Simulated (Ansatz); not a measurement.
# C₄H₁₁BO₂: one species, many methods

One table from this session's results is given with a row withheld; the runs are named, their logs left out.

Program: Ansatz 0.2.0, Gaussian basis. Level of theory: functionals in def2-TZVPP, the program's frozen cores in correlated methods. These are calculated values, not measurements.

Plan: LDA (SPW92), PBE-D4, revPBE-D4, BLYP-D4, r2SCAN-D4, B97M-V, PBE0-D4, B3LYP-D4, r2SCANh-D4, r2SCAN0-D4, HSE06-D4, BHLYP-D4, CAM-B3LYP-D4, LC-ωPBE, ωB97X-V, ωB97M-V, B2PLYP, PBE-QIDH; CCSD(T)/def2-SVP; CCSD(T)/def2-TZVPP; MP2/def2-QZVPP; extrapolation to the limit; RPA on PBE.

1 further run of the same task is left out (it didn't finish).

### The relaxed structure

The geometry comes from an earlier relaxation with PBE0-D4 in a triple-zeta def2 set; it is a stationary point, not always the lowest conformer.

SMILES `COB(O)C(C)C`, 18 atoms, charge 0, spin multiplicity 1.

Atoms are counted from 1 here; the program's logs count them from 0.

Bond lengths: C1–O2 1.406 Å, C1–H8 1.091 Å, C1–H9 1.093 Å, C1–H10 1.094 Å, O2–B3 1.367 Å, B3–O4 1.365 Å, B3–C5 1.580 Å, O4–H11 0.962 Å, C5–C6 1.525 Å, C5–C7 1.534 Å, C5–H12 1.099 Å, C6–H13 1.092 Å, C6–H14 1.094 Å, C6–H15 1.093 Å, C7–H16 1.094 Å, C7–H17 1.093 Å, C7–H18 1.094 Å. Angles: O2–C1–H8 108.3°, O2–C1–H9 112.3°, O2–C1–H10 110.3°, H8–C1–H9 108.6°, H8–C1–H10 108.4°, H9–C1–H10 108.7°, C1–O2–B3 124.4°, O2–B3–O4 115.9°, O2–B3–C5 125.0°, O4–B3–C5 119.0°, B3–O4–H11 111.4°, B3–C5–C6 112.7°, B3–C5–C7 109.6°, B3–C5–H12 108.4°, C6–C5–C7 110.6°, C6–C5–H12 108.0°, C7–C5–H12 107.3°, C5–C6–H13 111.8° and more.

The first run:

The input, in.yaml:

```yaml
crystal:
  periodic: [false, false, false]
  atoms:
    - {symbol: C, position_ang: [1.442910, -1.721204, -1.036161]}
    - {symbol: O, position_ang: [0.049645, -1.568981, -1.146655]}
    - {symbol: B, position_ang: [-0.654934, -0.511413, -0.641756]}
    - {symbol: O, position_ang: [-2.006615, -0.553634, -0.825764]}
    - {symbol: C, position_ang: [-0.025991, 0.702757, 0.150354]}
    - {symbol: C, position_ang: [-0.941509, 1.921557, 0.182600]}
    - {symbol: C, position_ang: [0.331933, 0.259287, 1.574085]}
    - {symbol: H, position_ang: [1.807764, -2.209725, -1.941456]}
    - {symbol: H, position_ang: [1.957346, -0.763174, -0.924348]}
    - {symbol: H, position_ang: [1.689057, -2.354022, -0.178467]}
    - {symbol: H, position_ang: [-2.272780, -1.353660, -1.288717]}
    - {symbol: H, position_ang: [0.909424, 0.994364, -0.346514]}
    - {symbol: H, position_ang: [-1.176196, 2.278574, -0.822682]}
    - {symbol: H, position_ang: [-0.477794, 2.745443, 0.733959]}
    - {symbol: H, position_ang: [-1.890026, 1.683374, 0.669583]}
    - {symbol: H, position_ang: [0.795127, 1.078535, 2.132204]}
    - {symbol: H, position_ang: [1.027392, -0.584000, 1.587241]}
    - {symbol: H, position_ang: [-0.564740, -0.044066, 2.122497]}
basis:
  gaussian: {orbitals: def2-TZVPP}
hamiltonian: {xc: lda}
output: {orbitals: {seedname: orbitals}}
```

Steps of the session up to this table: LDA; PBE-D4 (GGA); revPBE-D4 (GGA); BLYP-D4 (GGA); r2SCAN-D4 (meta-GGA); B97M-V (meta-GGA); PBE0-D4 (hybrid); B3LYP-D4 (hybrid); r2SCANh-D4 (hybrid); r2SCAN0-D4 (hybrid); HSE06-D4 (hybrid); BHLYP-D4 (hybrid); CAM-B3LYP-D4 (range-separated); LC-ωPBE (range-separated); ωB97X-V (range-separated); ωB97M-V (range-separated); B2PLYP (double hybrid); PBE-QIDH (double hybrid).

One of the session's tables, all rows but one given; the rest of the session is left out.

It belongs to the step «Frontier levels by functional». 

```
  functional  HOMO (eV)  LUMO (eV)  gap (eV)
 LDA (SPW92)      -6.78      -0.14      6.64
      PBE-D4      -6.68       0.08      6.76
   revPBE-D4      -6.62       0.19      6.81
     BLYP-D4      -6.61       0.09      6.70
   r2SCAN-D4      -6.95       0.63      7.58
      B97M-V          ?          ?         ?
     PBE0-D4      -8.10       0.91      9.01
    B3LYP-D4      -7.91       0.58      8.50
  r2SCANh-D4      -7.49       0.93      8.42
  r2SCAN0-D4      -8.29       1.32      9.60
    HSE06-D4      -7.70       0.54      8.24
    BHLYP-D4      -9.50       1.51     11.02
CAM-B3LYP-D4      -9.55       1.66     11.21
     LC-ωPBE     -10.85       2.97     13.83
     ωB97X-V     -10.53       2.73     13.26
     ωB97M-V     -10.42       2.28     12.70
```

**Question.** Estimate the row for B97M-V.

As computed: HOMO (eV): -7.10; LUMO (eV): 0.23; gap (eV): 7.34. In the column «HOMO (eV)» it lies between r2SCANh-D4 (-7.49) and r2SCAN-D4 (-6.95).
